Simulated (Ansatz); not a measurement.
# ClH3O4W: up Jacob's ladder to CCSD(T)

One table from this session's results is given with a row withheld; the runs are named, their logs left out.

Program: Ansatz 0.2.0, Gaussian basis. Level of theory: functionals in def2-TZVPP, the program's frozen cores in correlated methods. These are calculated values, not measurements.

Plan: LDA (SPW92), PBE-D4, revPBE-D4, BLYP-D4, r2SCAN-D4, B97M-V, PBE0-D4, B3LYP-D4, r2SCANh-D4, r2SCAN0-D4, HSE06-D4, BHLYP-D4, CAM-B3LYP-D4, LC-ωPBE, ωB97X-V, ωB97M-V, B2PLYP, PBE-QIDH; CCSD(T)/def2-SVP; CCSD(T)/def2-TZVPP; MP2/def2-QZVPP; extrapolation to the limit; RPA on PBE.

**The relaxed structure**

The geometry comes from an earlier relaxation with PBE0-D4 in a triple-zeta def2 set; it is a stationary point, not always the lowest conformer. W takes the def2 core potential; no spin-orbit term is included.

SMILES `[O]=[W]([OH])([OH])([OH])[Cl]`, 9 atoms, charge 0, spin multiplicity 1.

Atoms are counted from 1 here; the program's logs count them from 0.

Bond lengths: O1–W2 1.699 Å, W2–O3 1.879 Å, W2–O4 1.874 Å, W2–O5 1.874 Å, W2–Cl6 2.421 Å, O3–H7 0.966 Å, O4–H8 0.963 Å, O5–H9 0.963 Å. Angles: O1–W2–O3 92.8°, O1–W2–O4 96.0°, O1–W2–O5 95.9°, O1–W2–Cl6 177.0°, O3–W2–O4 120.2°, O3–W2–O5 120.2°, O3–W2–Cl6 84.2°, O4–W2–O5 117.5°, O4–W2–Cl6 85.6°, O5–W2–Cl6 85.6°, W2–O3–H7 112.3°, W2–O4–H8 118.3°, W2–O5–H9 118.3°.

The first run:

Input file in.yaml:

```yaml
crystal:
  periodic: [false, false, false]
  atoms:
    - {symbol: O, position_ang: [0.017670, -1.250389, 1.311593]}
    - {symbol: W, position_ang: [0.029791, -0.082603, 0.077307]}
    - {symbol: O, position_ang: [1.899479, -0.151013, -0.093634]}
    - {symbol: O, position_ang: [-1.059968, -1.041737, -1.108412]}
    - {symbol: O, position_ang: [-0.775369, 1.275577, 1.087644]}
    - {symbol: Cl, position_ang: [0.173250, 1.571165, -1.685485]}
    - {symbol: H, position_ang: [2.228299, 0.452222, -0.772883]}
    - {symbol: H, position_ang: [-1.395424, -1.899648, -0.828676]}
    - {symbol: H, position_ang: [-1.029328, 1.080125, 1.995447]}
basis:
  gaussian: {orbitals: def2-TZVPP}
hamiltonian: {xc: lda}
output: {orbitals: {seedname: orbitals}}
```

Launch:

```
> ansatz run in.yaml --threads 4 --pin off --events-out ev --progress --plain --max-ram 11315MiB
```

Steps of the session up to this table: LDA; PBE-D4 (GGA); revPBE-D4 (GGA); BLYP-D4 (GGA); r2SCAN-D4 (meta-GGA); B97M-V (meta-GGA); B3LYP-D4 (hybrid); r2SCANh-D4 (hybrid); r2SCAN0-D4 (hybrid); HSE06-D4 (hybrid); BHLYP-D4 (hybrid); CAM-B3LYP-D4 (range-separated); LC-ωPBE (range-separated); ωB97X-V (range-separated); ωB97M-V (range-separated); B2PLYP (double hybrid); PBE-QIDH (double hybrid).

One table of the session follows, with a row left open; its other results are not shown here.

It belongs to the step «Frontier levels by functional». 

```
  functional  HOMO (eV)  LUMO (eV)  gap (eV)
 LDA (SPW92)      -7.36      -3.60      3.76
      PBE-D4      -7.16      -3.38      3.78
   revPBE-D4      -7.08      -3.29      3.79
     BLYP-D4      -7.00      -3.29      3.72
   r2SCAN-D4      -7.51      -3.34      4.18
      B97M-V      -7.59      -3.28      4.31
     PBE0-D4      -8.55      -2.66      5.90
    B3LYP-D4      -8.27      -2.89      5.38
  r2SCANh-D4      -8.03      -3.06      4.97
  r2SCAN0-D4      -8.79      -2.63      6.17
    HSE06-D4      -8.15      -3.04      5.12
    BHLYP-D4      -9.81      -1.79      8.02
CAM-B3LYP-D4          ?          ?         ?
     LC-ωPBE     -11.31      -0.43     10.88
     ωB97X-V     -10.93      -0.51     10.42
     ωB97M-V     -10.79      -0.55     10.24
```

Q: Estimate the row for CAM-B3LYP-D4 from the others.

The run gave: HOMO (eV): -9.90; LUMO (eV): -1.61; gap (eV): 8.29. In the column «HOMO (eV)» it lies between ωB97M-V (-10.79) and BHLYP-D4 (-9.81).
